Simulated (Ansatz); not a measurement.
# C₂H₄ClGaS: small, medium and large basis sets

One table from this session's results is given with a row withheld; the runs are named, their logs left out.

Computed with Ansatz 0.2.0, Gaussian basis. Level: one geometry, several basis sets.

Plan: PBE0-D4/def2-SVP; ωB97M-V/def2-SVP; PBE0-D4/def2-QZVPP; ωB97M-V/def2-QZVPP; the functionals' def2-TZVPP values are taken from earlier runs.

## The geometry

The geometry comes from an earlier relaxation with PBE0-D4 in a triple-zeta def2 set; it is a stationary point, not always the lowest conformer.

SMILES `[Cl][Ga]1[CH2]S[CH2]1`, 9 atoms, charge 0, spin multiplicity 1.

Atoms are counted from 1 here; the program's logs count them from 0.

Bond lengths: Cl1–Ga2 2.138 Å, Ga2–C3 1.981 Å, Ga2–C5 1.981 Å, C3–S4 1.827 Å, C3–H6 1.091 Å, C3–H7 1.091 Å, S4–C5 1.827 Å, C5–H8 1.091 Å, C5–H9 1.091 Å. Angles: Cl1–Ga2–C3 136.5°, Cl1–Ga2–C5 136.5°, C3–Ga2–C5 87.0°, Ga2–C3–S4 88.2°, Ga2–C3–H6 116.6°, Ga2–C3–H7 116.6°, S4–C3–H6 112.4°, S4–C3–H7 112.4°, H6–C3–H7 109.3°, C3–S4–C5 96.6°, Ga2–C5–S4 88.2°, Ga2–C5–H8 116.6°, Ga2–C5–H9 116.6°, S4–C5–H8 112.4°, S4–C5–H9 112.4°, H8–C5–H9 109.3°.

As a file:

```
Cl   -1.6098   -1.6074   -2.2307
Ga   -0.5236   -0.5326   -0.7358
C     0.9406    0.8009   -0.7048
S     0.8248    0.8001    1.1189
C    -0.5279   -0.4224    1.2418
H     1.9158    0.4633   -1.0589
H     0.7188    1.7790   -1.1343
H    -1.4233   -0.0055    1.7052
H    -0.2269   -1.3217    1.7814
```

Set-up of the first run:

The input, in.yaml:

```yaml
crystal:
  periodic: [false, false, false]
  atoms:
    - {symbol: Cl, position_ang: [-1.609844, -1.607361, -2.230692]}
    - {symbol: Ga, position_ang: [-0.523578, -0.532565, -0.735761]}
    - {symbol: C, position_ang: [0.940620, 0.800895, -0.704755]}
    - {symbol: S, position_ang: [0.824755, 0.800059, 1.118905]}
    - {symbol: C, position_ang: [-0.527875, -0.422414, 1.241814]}
    - {symbol: H, position_ang: [1.915800, 0.463251, -1.058882]}
    - {symbol: H, position_ang: [0.718836, 1.779008, -1.134324]}
    - {symbol: H, position_ang: [-1.423331, -0.005495, 1.705235]}
    - {symbol: H, position_ang: [-0.226883, -1.321681, 1.781359]}
basis:
  gaussian: {orbitals: def2-SVP}
hamiltonian: {xc: pbe0, dispersion: d4}
output: {orbitals: {seedname: orbitals}}
```

Run with:

```sh
> ansatz run in.yaml --threads 4 --pin off --events-out ev --progress --plain --max-ram 10444MiB
```

Steps of the session up to this table: PBE0-D4 in def2-SVP; ωB97M-V in def2-SVP; PBE0-D4 in def2-QZVPP; ωB97M-V in def2-QZVPP.

One table of the session follows, with a row left open; its other results are not shown here.

```
functional       basis  HOMO (eV)
   PBE0-D4    def2-SVP      -6.43
   PBE0-D4  def2-TZVPP          ?
   PBE0-D4  def2-QZVPP      -6.61
   ωB97M-V    def2-SVP      -8.62
   ωB97M-V  def2-TZVPP      -8.78
   ωB97M-V  def2-QZVPP      -8.83
```

Q: Estimate the row for PBE0-D4, def2-TZVPP from the others.

**Answer.** HOMO (eV): -6.57. In the column «HOMO (eV)» it lies between PBE0-D4, def2-QZVPP (-6.61) and PBE0-D4, def2-SVP (-6.43).
